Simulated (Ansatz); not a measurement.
This script makes an atomisation energy of C2F2, SMILES FC#CF with the Ansatz DFT code, driven from Python.

`tae_c2f2.py`:
```python
# -*- coding: utf-8 -*-
"""Atomisation energy of C2F2 at the given geometry."""

from collections import Counter

import ansatz as az

BASIS = "def2-SVP"
XC = "b3lyp"


def energy_of(molecule, charge=0, unpaired=0):
    calc = molecule.calculation().basis(gaussian=BASIS).functional(XC)
    if charge:
        calc = calc.charge(charge)
    if unpaired:
        calc = calc.spin("collinear", total=unpaired)
    return calc.run(threads=1).report["free_energy_ev"]


def main():
    geometry_ang = [
        ("F", [-0.1086, 0.1241, 1.9379]),
        ("C", [-0.0575, 0.045, 0.5915]),
        ("C", [0.0057, -0.0587, -0.6131]),
        ("F", [0.2159, -0.1707, -1.9366]),
    ]
    geometry = az.Crystal.molecule()
    for symbol, xyz in geometry_ang:
        geometry = geometry.atom(symbol, xyz)

    # Hund ground states
    unpaired = {"F": 1, "C": 2}
    counts = Counter(site.symbol for site in geometry.cartesian_sites)
    atom_energy = {s: energy_of(az.Crystal.molecule().atom(s, (0, 0, 0)), 0, unpaired[s]) for s in counts}
    whole = energy_of(geometry, 0, 0)
    for s, e in atom_energy.items():
        print(f"{s:2s} x{counts[s]}  {e:14.5f} eV")
    print(f"C2F2: {whole:.5f} eV")
    split = sum(counts[s] * e for s, e in atom_energy.items()) - whole
    print(f"atomisation energy (no zero-point term): {23.060548 * split:.1f} kcal/mol, {split / sum(counts.values()):.3f} eV an atom")


if __name__ == "__main__":
    main()
```

What does it cost to take this molecule apart into atoms?

389.5 kcal/mol from the electronic energies, without the zero-point term.

What the script printed:

```console
$ python tae_c2f2.py
F  x2     -2711.35544 eV
C  x2     -1028.97301 eV
C2F2: -7497.54779 eV
atomisation energy (no zero-point term): 389.5 kcal/mol, 4.223 eV an atom
```

What to keep in mind:
- Total energies depend on the basis set; only differences at equal settings carry meaning.
- The geometry is a force-field or estimated start, not a minimum of this method, and the basis set is short of its limit. All parts are taken at fixed geometry, without zero-point energy.
- b3lyp holds the VWN-RPA fit, as in Gaussian; the form of ORCA and Turbomole is b3lyp5.
- Run time: 1.2 s on 1 thread of Arm Neoverse V2, on a shared host, peak memory 0.15 GiB.

(A comment or docstring line of the script was reworded after the run, the code is as it ran; lines on the test bed's own set-up are left out of the output.)
